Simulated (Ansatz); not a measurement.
## ClFH2OSSi, SMILES O[Si](F)(S)Cl: a rigid torsion scan, step by step

Program: Ansatz's Python interface.

The cells in order, each with its output:

**Cell 1**
```python
import ansatz as az
from ase import Atoms
```

**Cell 2**
```python
atoms = Atoms(['O', 'Si', 'F', 'S', 'Cl', 'H', 'H'], positions=[
    [-1.1854, -0.1099, 0.7708],
    [0.3416, -0.0441, 0.2789],
    [1.0734, -1.2129, 1.0351],
    [0.4816, -0.3392, -1.8199],
    [1.0969, 1.7766, 0.7541],
    [-1.5325, -0.919, 1.0614],
    [-0.2144, 0.7805, -2.126],
])
```

**Cell 3**
```python
first = (
    az.Crystal.molecule_from_ase(atoms).calculation()
    .basis(gaussian='def2-SVP')
    .functional('B3LYP')
    .relax(force_tolerance=0.02, max_steps=80)
)
atoms.positions = first.run(threads=1).report['positions_ang']
```

**Cell 4**
```python
start = atoms.get_dihedral(0, 1, 3, 6)
energies = {}
for turn in range(0, 360, 30):
    turned = atoms.copy()
    turned.set_dihedral(0, 1, 3, 6, start + turn, indices=[3, 6])
    base = (
        az.Crystal.molecule_from_ase(turned).calculation()
        .basis(gaussian='def2-SVP')
        .functional('B3LYP')
    )
    energies[round((start + turn) % 360)] = base.run(threads=1).report['free_energy_ev']
floor = min(energies.values())
print('dihedral O0-Si1-S3-H6 (deg)   E - E(min) (eV)')
for angle, e in sorted(energies.items()):
    print(f'{angle:8d} {(e - floor):14.3f}  ' + '#' * int(30 * (e - floor) / max(max(energies.values()) - floor, 1e-9)))
```
Output:
```text
dihedral O0-Si1-S3-H6 (deg)   E - E(min) (eV)
      30          0.034  #######
      60          0.000
      90          0.031  #######
     120          0.084  ##################
     150          0.089  ####################
     180          0.051  ###########
     210          0.021  ####
     240          0.027  ######
     270          0.063  ##############
     300          0.107  #######################
     330          0.133  ##############################
     360          0.104  #######################
```

The lowest point is at 60° and the highest at 330°, 0.133 eV (12.8 kJ/mol) above it, with the rest of the molecule held.

Caveats:
- The settings weren't tested for convergence.
- The scan is rigid and the energies are electronic, in a modest basis. With rigid groups the curve can differ much from the relaxed path, the start wasn't checked as a minimum of this torsion, and equivalent turns needn't return to the same energy.
- b3lyp holds the VWN-RPA fit, as in Gaussian; the form of ORCA and Turbomole is b3lyp5.
- It ran for 110 s on 1 thread of Arm Neoverse V1, with other jobs on the host, peak memory 0.27 GiB.
